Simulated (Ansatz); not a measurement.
# B₂H₆OSi, SMILES BO[SiH2]B: harmonic frequencies at the relaxed geometry

Program: Ansatz 0.2.0, Python API.

Run as a notebook:

**Cell 1**
```python
import ansatz as az
from ase import Atoms
from ase.thermochemistry import IdealGasThermo
import numpy as np

BASIS_SET = "6-31G*"
XC = "b3lyp"
```

**Cell 2**
```python
geometry_ang = [
    ("B", [-1.5908, 1.2126, 0.5108]),
    ("O", [-0.6727, 0.2675, 0.9679]),
    ("Si", [0.2466, -0.1308, -0.4222]),
    ("B", [1.6871, -1.4341, 0.0968]),
    ("H", [-2.6962, 0.9005, 0.0898]),
    ("H", [-1.3915, 2.427, 0.5664]),
    ("H", [-0.5463, -0.7056, -1.4577]),
    ("H", [1.0046, 1.0822, -0.9267]),
    ("H", [1.633, -2.4863, -0.3809]),
    ("H", [2.4093, -1.1842, 0.9587]),
]
geometry = az.Crystal.molecule()
for symbol, xyz in geometry_ang:
    geometry = geometry.atom(symbol, xyz)
```

**Cell 3**
```python
job = (
    geometry.calculation()
    .basis(gaussian=BASIS_SET)
    .functional(XC)
)
symbols = [site.symbol for site in geometry.cartesian_sites]
start = np.array([site.position_ang for site in geometry.cartesian_sites], dtype=float)
rep = job.relax(force_tolerance=0.003, max_steps=100).run().report
end = np.array(rep["positions_ang"])
```

**Cell 4**
```python
print("final positions (A) and the move of each atom")
for symbol, xyz, old in zip(symbols, end, start):
    print(f"{symbol:2s} {xyz[0]:10.5f} {xyz[1]:10.5f} {xyz[2]:10.5f}   {np.linalg.norm(xyz - old):7.4f}")
```
Output:
```text
final positions (A) and the move of each atom
B    -1.57066    1.34131    0.65936    0.1976
O    -0.29673    1.06210    0.30580    1.1005
Si    0.36651   -0.10496   -0.71628    0.3186
B     1.55244   -1.41510    0.24562    0.2016
H    -2.48101    0.69758    0.20610    0.3178
H    -1.75622    2.23915    1.43108    0.9571
H    -0.73445   -0.83536   -1.41467    0.2326
H     1.15694    0.62917   -1.74410    0.9469
H     2.10730   -2.25988   -0.39496    0.5258
H     1.73900   -1.40523    1.42494    0.8459
```

**Cell 5**
```python
# same settings at the minimum
minimum = az.Crystal.molecule()
for symbol, xyz in zip(symbols, end):
    minimum = minimum.atom(symbol, xyz.tolist())
vibrating = (
    minimum.calculation()
    .basis(gaussian=BASIS_SET)
    .functional(XC)
    .phonons(temperatures=(100, 500, 100))
)
vib = vibrating.run().report["vibrations"]
sums = vib["harmonic_sums"]
modes = [m["omega_inv_cm"] for m in sums["modes_at_gamma"] if m["rigid_motion"] == "no"]
for number, w in enumerate(modes, start=1):
    print(f"mode {number:2d} {w:9.1f} 1/cm {w / 8065.544 * 1000:8.2f} meV")
print("imaginary modes:", sum(w < 0 for w in modes), " zero-point energy:", round(sums["zero_point_energy_ev"], 4), "eV")
# rigid rotor and ideal gas, symmetry number taken as one
gas = IdealGasThermo(vib_energies=[w / 8065.544 for w in modes if w > 0], geometry="linear" if len(modes) == 3 * len(symbols) - 5 else "nonlinear",
                     atoms=Atoms(symbols, positions=end), symmetrynumber=1, spin=0.0)
print(f"H(298 K) - E = {gas.get_enthalpy(298.15, verbose=False):.4f} eV")
print(f"S(298 K, 1 bar) = {96485.33 * gas.get_entropy(298.15, 1e5, verbose=False):.1f} J/(mol K) with symmetry number 1")
```
Output:
```text
mode  1      55.8 1/cm     6.92 meV
mode  2     148.2 1/cm    18.37 meV
mode  3     176.4 1/cm    21.87 meV
mode  4     217.4 1/cm    26.95 meV
mode  5     308.8 1/cm    38.28 meV
mode  6     400.4 1/cm    49.64 meV
mode  7     576.3 1/cm    71.45 meV
mode  8     665.1 1/cm    82.46 meV
mode  9     735.5 1/cm    91.19 meV
mode 10     755.1 1/cm    93.62 meV
mode 11     904.6 1/cm   112.15 meV
mode 12     930.4 1/cm   115.35 meV
mode 13     937.8 1/cm   116.27 meV
mode 14    1035.4 1/cm   128.38 meV
mode 15    1075.7 1/cm   133.38 meV
mode 16    1196.3 1/cm   148.32 meV
mode 17    1245.1 1/cm   154.37 meV
mode 18    1401.1 1/cm   173.71 meV
mode 19    2206.9 1/cm   273.62 meV
mode 20    2231.9 1/cm   276.72 meV
mode 21    2573.3 1/cm   319.04 meV
mode 22    2623.2 1/cm   325.23 meV
mode 23    2666.4 1/cm   330.60 meV
mode 24    2707.9 1/cm   335.74 meV
imaginary modes: 0  zero-point energy: 1.7218 eV
H(298 K) - E = 1.9350 eV
S(298 K, 1 bar) = 334.2 J/(mol K) with symmetry number 1
```

Notes:
- The frequencies are harmonic and unscaled, in a modest basis. The result belongs to the one conformer reached from this start, and soft torsions count as harmonic oscillators.
- b3lyp holds the VWN-RPA fit, as in Gaussian; the form of ORCA and Turbomole is b3lyp5.
- The entropy takes a symmetry number of 1; a symmetric molecule's is lower by R ln(sigma).
- Hardware and time: 3.2 min on 1 thread of Arm Neoverse V2 (shared host), peak memory 0.27 GiB.

(Lines on the test bed's own set-up are left out of the output.)
